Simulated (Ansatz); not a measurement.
# SrCl2 (Fm-3m): how far a G0W0 gap depends on its settings

Aim: test how the G0W0 gap of the known phase of SrCl2 (Fm-3m) with 3 atoms a cell moves with the number of bands, the screening cutoff and the other choices.

Code: Ansatz 0.2.0. G0W0, plane waves. Spin-unpolarised throughout; all numbers are computed.

### Step 1. The structure to begin with

The cell was relaxed beforehand with r2SCAN.

It is cubic, Fm-3m (No. 225); a = 6.995 Å in the conventional setting, 28.53 Å³ an atom. Around Sr lie 8 Cl at 3.03 Å; around Cl lie 4 Sr at 3.03 Å.

Coordinates:

```cif
data_structure
_symmetry_space_group_name_H-M 'Fm-3m'
_symmetry_Int_Tables_number 225
_cell_length_a 6.9953
_cell_length_b 6.9953
_cell_length_c 6.9953
_cell_angle_alpha 90.000
_cell_angle_beta 90.000
_cell_angle_gamma 90.000
_cell_volume 342.31
loop_
_atom_site_label
_atom_site_type_symbol
_atom_site_symmetry_multiplicity
_atom_site_Wyckoff_symbol
_atom_site_fract_x
_atom_site_fract_y
_atom_site_fract_z
_atom_site_occupancy
Sr1 Sr 4 a 0.00000 0.00000 0.00000 1
Cl1 Cl 8 c 0.25000 0.75000 0.75000 1
```

### Step 2. 194 empty bands, 100 eV

File input.yaml:

```yaml
crystal:
  lattice:
    - [0.0, 3.4976509415, 3.4976509415]
    - [3.4976509415, 0.0, 3.4976509415]
    - [3.4976509415, 3.4976509415, 0.0]
  atoms:
    - { symbol: Sr, position: [0.0, 0.0, 0.0] }
    - { symbol: Cl, position: [0.25, 0.25, 0.25] }
    - { symbol: Cl, position: [0.75, 0.75, 0.75] }
kpoints:
  mp_grid: { grid: [4, 4, 4] }
hamiltonian:
  xc: pbe
scf:
  occupations: { method: fixed }
gw:
  n_empty_bands: 194
  ecut_chi: 100
  qp_bands: [v2, c2]
  qp_kpoints: band_edges
  screening: { model: contour_deformation }
```

### Step 3. 469 empty bands, 180 eV

Changes to input.yaml since step 2:

```diff
@@ -16,4 +16,4 @@
 gw:
-  n_empty_bands: 194
-  ecut_chi: 100
+  n_empty_bands: 469
+  ecut_chi: 180
   qp_bands: [v2, c2]
```

### Step 4. 910 empty bands, 260 eV

Changes to input.yaml since step 3:

```diff
@@ -16,4 +16,4 @@
 gw:
-  n_empty_bands: 469
-  ecut_chi: 180
+  n_empty_bands: 910
+  ecut_chi: 260
   qp_bands: [v2, c2]
```

### Step 5. Starting from HSE06

Changes to input.yaml since step 4:

```diff
@@ -12,3 +12,3 @@
 hamiltonian:
-  xc: pbe
+  xc: hse06
 scf:
@@ -16,4 +16,4 @@
 gw:
-  n_empty_bands: 910
-  ecut_chi: 260
+  n_empty_bands: 469
+  ecut_chi: 180
   qp_bands: [v2, c2]
```

### Step 6. Starting from r2SCAN

Changes to input.yaml since step 5:

```diff
@@ -12,3 +12,3 @@
 hamiltonian:
-  xc: hse06
+  xc: r2scan
 scf:
```

### Step 7. Starting from PBE0

Changes to input.yaml since step 6:

```diff
@@ -12,3 +12,3 @@
 hamiltonian:
-  xc: r2scan
+  xc: pbe0
 scf:
```

### Step 8. A plasmon pole in place of the full frequency dependence

Changes to input.yaml since step 7:

```diff
@@ -12,3 +12,3 @@
 hamiltonian:
-  xc: pbe0
+  xc: pbe
 scf:
@@ -20,2 +20,2 @@
   qp_kpoints: band_edges
-  screening: { model: contour_deformation }
+  screening: { model: godby_needs }
```

### Step 9. A finer mesh, 6×6×6

Changes to input.yaml since step 8:

```diff
@@ -10,3 +10,3 @@
 kpoints:
-  mp_grid: { grid: [4, 4, 4] }
+  mp_grid: { grid: [6, 6, 6] }
 hamiltonian:
@@ -16,6 +16,6 @@
 gw:
-  n_empty_bands: 469
-  ecut_chi: 180
+  n_empty_bands: 139
+  ecut_chi: 80
   qp_bands: [v2, c2]
   qp_kpoints: band_edges
-  screening: { model: godby_needs }
+  screening: { model: contour_deformation }
```

### Step 10. Norm-conserving pseudopotentials

Changes to input.yaml since step 9:

```diff
@@ -10,5 +10,6 @@
 kpoints:
-  mp_grid: { grid: [6, 6, 6] }
+  mp_grid: { grid: [4, 4, 4] }
 hamiltonian:
   xc: pbe
+  pseudopotentials: { kind: nc }
 scf:
@@ -16,4 +17,4 @@
 gw:
-  n_empty_bands: 139
-  ecut_chi: 80
+  n_empty_bands: 469
+  ecut_chi: 180
   qp_bands: [v2, c2]
```

What does the calculation give? Wanted: for each run, start; potentials; frequencies; empty bands; cutoff; Kohn-Sham gap; G0W0 gap.

The runs gave:

```
 start  potentials  frequencies  empty bands  cutoff (eV)   mesh  Kohn-Sham gap (eV)  G0W0 gap (eV)
   PBE         PAW         full          194          100  4×4×4                5.31           7.35
   PBE         PAW         full          469          180  4×4×4                5.31           7.51
   PBE         PAW         full          910          260  4×4×4                5.31           7.58
 HSE06         PAW         full          469          180  4×4×4                6.59           8.11
r2SCAN         PAW         full          469          180  4×4×4                5.94           7.84
  PBE0         PAW         full          469          180  4×4×4                7.32           8.32
   PBE         PAW         pole          469          180  4×4×4                5.31           7.46
   PBE         PAW         full          139           80  6×6×6                5.31           7.27
   PBE          NC         full          469          180  4×4×4                5.31           7.54
```

Gaps are those on each run's own mesh.

What this shows: With bands and cutoff raised together, from 194 bands at 100 eV to 910 at 260 eV, the gap moves by +0.24 eV, and on the last rung by +0.07 eV; extrapolated in 1/N from the last two rungs, the limit on this k mesh would lie near 7.7 eV. The starting point matters: against PBE, HSE06 gives +0.59 eV, r2SCAN gives +0.33 eV, PBE0 gives +0.80 eV. The plasmon pole changes the gap by -0.048 eV. Norm-conserving potentials change it by +0.027 eV.
